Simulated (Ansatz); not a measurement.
# CH4F2GeN radical: small, medium and large basis sets

Aim: see how fast density functionals converge with the basis set for CH4F2GeN radical.

The runs use Ansatz 0.2.0, Gaussian basis; one geometry, several basis sets.

The runs, in order: PBE0-D4/def2-SVP; ωB97M-V/def2-SVP; PBE0-D4/def2-QZVPP; ωB97M-V/def2-QZVPP; the functionals' def2-TZVPP values are taken from earlier runs.

## Step 1: The relaxed structure

The geometry comes from an earlier relaxation with PBE0-D4 in a triple-zeta def2 set; it is a stationary point, not always the lowest conformer.

SMILES `C[NH][Ge]([F])[F]`, 9 atoms, charge 0, spin multiplicity 2.

Atoms are counted from 1 here; the program's logs count them from 0.

Bond lengths: C1–N2 1.451 Å, C1–H6 1.094 Å, C1–H7 1.095 Å, C1–H8 1.091 Å, N2–Ge3 1.842 Å, N2–H9 1.013 Å, Ge3–F4 1.740 Å, Ge3–F5 1.742 Å. Angles: N2–C1–H6 108.9°, N2–C1–H7 114.1°, N2–C1–H8 109.5°, H6–C1–H7 108.0°, H6–C1–H8 107.6°, H7–C1–H8 108.6°, C1–N2–Ge3 120.7°, C1–N2–H9 112.8°, Ge3–N2–H9 112.9°, N2–Ge3–F4 104.6°, N2–Ge3–F5 103.7°, F4–Ge3–F5 105.4°.

## Step 2: PBE0-D4 in def2-SVP

in.yaml reads:

```yaml
crystal:
  periodic: [false, false, false]
  atoms:
    - {symbol: C, position_ang: [0.132645, -1.118830, 0.556534]}
    - {symbol: N, position_ang: [-0.468891, 0.178784, 0.309688]}
    - {symbol: Ge, position_ang: [0.442185, 1.472475, -0.633536]}
    - {symbol: F, position_ang: [-0.776827, 2.633252, -1.076116]}
    - {symbol: F, position_ang: [0.878944, 0.669902, -2.117030]}
    - {symbol: H, position_ang: [-0.660093, -1.844585, 0.760131]}
    - {symbol: H, position_ang: [0.830632, -1.134874, 1.400699]}
    - {symbol: H, position_ang: [0.661469, -1.450085, -0.337898]}
    - {symbol: H, position_ang: [-0.951566, 0.547661, 1.120427]}
basis:
  gaussian: {orbitals: def2-SVP}
magnetization: {spin_polarized: true, initial_magnetization: 1}
hamiltonian: {xc: pbe0, dispersion: d4}
output: {orbitals: {seedname: orbitals}}
```

Command:

```bash
> ansatz run in.yaml --threads 2 --pin off --events-out ev --progress --plain --max-ram 32768MiB --backend cpu
```

Further steps of the session: ωB97M-V in def2-SVP; PBE0-D4 in def2-QZVPP; ωB97M-V in def2-QZVPP.

Q: Predict the results of all the runs planned. Wanted: PBE0-D4: double and triple zeta above quadruple; ωB97M-V: double and triple zeta above quadruple.

**Answer**, as computed:

| quantity | value |
| --- | --- |
| PBE0-D4: double and triple zeta above quadruple | 18.79, 1.71 eV |
| ωB97M-V: double and triple zeta above quadruple | 18.97, 1.65 eV |

In words: For PBE0-D4 the step from double to triple zeta gains 17.08 eV and the next only 1.71 eV. Total energies overstate the basis error of differences, where much of it tends to cancel.
